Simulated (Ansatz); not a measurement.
# ClH3SeSi2: rigid scan of one bond length, by script

How does the energy of ClH3SeSi2 change as one bond is stretched? Wanted for ClH3SeSi2: a rigid scan of one bond length. SMILES: Cl[SiH]1[SiH2][Se]1.

All numbers are computed with the Python package of Ansatz 0.2.0. Level of theory: PBE0/def2-SVP.

## (1) The structure

Bond lengths: Cl1–Si2 2.054 Å, Si2–Si3 2.170 Å, Si2–Se4 2.308 Å, Si3–Se4 2.239 Å, Si2–H5 1.483 Å, Si3–H6 1.477 Å, Si3–H7 1.516 Å. Angles: Cl1–Si2–Si3 111.6°, Cl1–Si2–Se4 112.3°, Cl1–Si2–H5 123.7°, Si3–Si2–Se4 59.9°, Si3–Si2–H5 118.3°, Se4–Si2–H5 114.2°, Si2–Si3–Se4 63.1°, Si2–Si3–H6 115.8°, Si2–Si3–H7 116.0°, Se4–Si3–H6 115.3°, Se4–Si3–H7 112.0°, H6–Si3–H7 121.0°, Si2–Se4–Si3 57.0°.

No structure file is read: the coordinates are typed or built in the script.

## (2) The script

clh3sesi2_scan.py reads:

```python
"""Stretching a bond of ClH3SeSi2, the rest held rigid."""

import warnings

import ansatz as az
import numpy as np

warnings.simplefilter("ignore", az.DeckWarning)

geometry_ang = [
    ("Cl", (-2.4938, 0.4891, 0.5322)),
    ("Si", (-0.808, 0.3225, -0.6292)),
    ("Si", (0.9393, -0.1601, 0.5642)),
    ("Se", (0.0412, -1.8233, -0.6352)),
    ("H", (-0.6096, 1.0596, -1.9011)),
    ("H", (0.7186, -0.2441, 2.0218)),
    ("H", (2.2735, 0.2884, 0.0016)),
]
clh3sesi2 = az.Crystal.molecule()
for symbol, xyz in geometry_ang:
    clh3sesi2 = clh3sesi2.atom(symbol, xyz)

symbols = [site.symbol for site in clh3sesi2.cartesian_sites]
start = np.array([site.position_ang for site in clh3sesi2.cartesian_sites])
axis = (start[0] - start[1]) / np.linalg.norm(start[0] - start[1])
moving = [0]
lengths, energies = [1.807, 1.89, 1.972, 2.054, 2.136, 2.218, 2.3, 2.424], []
for length in lengths:
    xyz = start.copy()
    xyz[moving] += (length - np.linalg.norm(start[0] - start[1])) * axis
    point = az.Crystal.molecule()
    for symbol, xyz in zip(symbols, xyz):
        point = point.atom(symbol, xyz.tolist())
    calc = (
        point.calculation()
        .basis(gaussian="def2-SVP")
        .functional("PBE0")
    )
    r = calc.run(threads=1).report
    energies.append(r["free_energy_ev"])
    print(f"r = {length:6.3f} A  E = {energies[-1]:.5f} eV  <S^2> = {abs(r['mean_field']['state']['spin_squared']):.3f}")

# quartic fit about the minimum
fit = np.polynomial.Polynomial.fit(lengths, np.array(energies) - min(energies), 4).convert()
roots = [r.real for r in fit.deriv().roots() if abs(r.imag) < 1e-9 and fit.deriv(2)(r.real) > 0]
r_e = min(roots, key=lambda r: abs(r - lengths[int(np.argmin(energies))]))
print(f"minimum of the fit at {r_e:.4f} A, force constant {fit.deriv(2)(r_e):.2f} eV/A^2")
```

## (3) What the engine is handed

The engine receives this input (first run):

```yaml
crystal:
  periodic: [false, false, false]
  atoms:
    - { symbol: Cl, position_ang: [-2.2911455644542404, 0.4690725774339046, 0.39258506261546744] }
    - { symbol: Si, position_ang: [-0.808, 0.3225, -0.6292] }
    - { symbol: Si, position_ang: [0.9393, -0.1601, 0.5642] }
    - { symbol: Se, position_ang: [0.0412, -1.8233, -0.6352] }
    - { symbol: H, position_ang: [-0.6096, 1.0596, -1.9011] }
    - { symbol: H, position_ang: [0.7186, -0.2441, 2.0218] }
    - { symbol: H, position_ang: [2.2735, 0.2884, 0.0016] }
basis:
  gaussian:
    orbitals: def2-SVP
hamiltonian:
  xc: pbe0
```

## (4) Running it

Launch:

```bash
$ python clh3sesi2_scan.py
```

**Question.** What results will this script give? Wanted: range of energy; lowest point, distance.

The runs gave:

| quantity | value |
| --- | --- |
| bond length at the fit's minimum | 2.0643 Å |
| runs compared | 8 |
| range of energy | 0.930 eV |
| lowest point, distance (Å) | 2.05 |

What this shows: The lowest point, at 2.05, lies inside the range. The ends stand 0.93 and 0.708 eV above it. The distance scanned is the script's pair 1, 0. Total energies depend on the basis set; only differences at equal settings carry meaning. The rest of the molecule is held rigid at a force-field or estimated start geometry, and the basis set is modest; single-reference methods fail as a bond breaks.
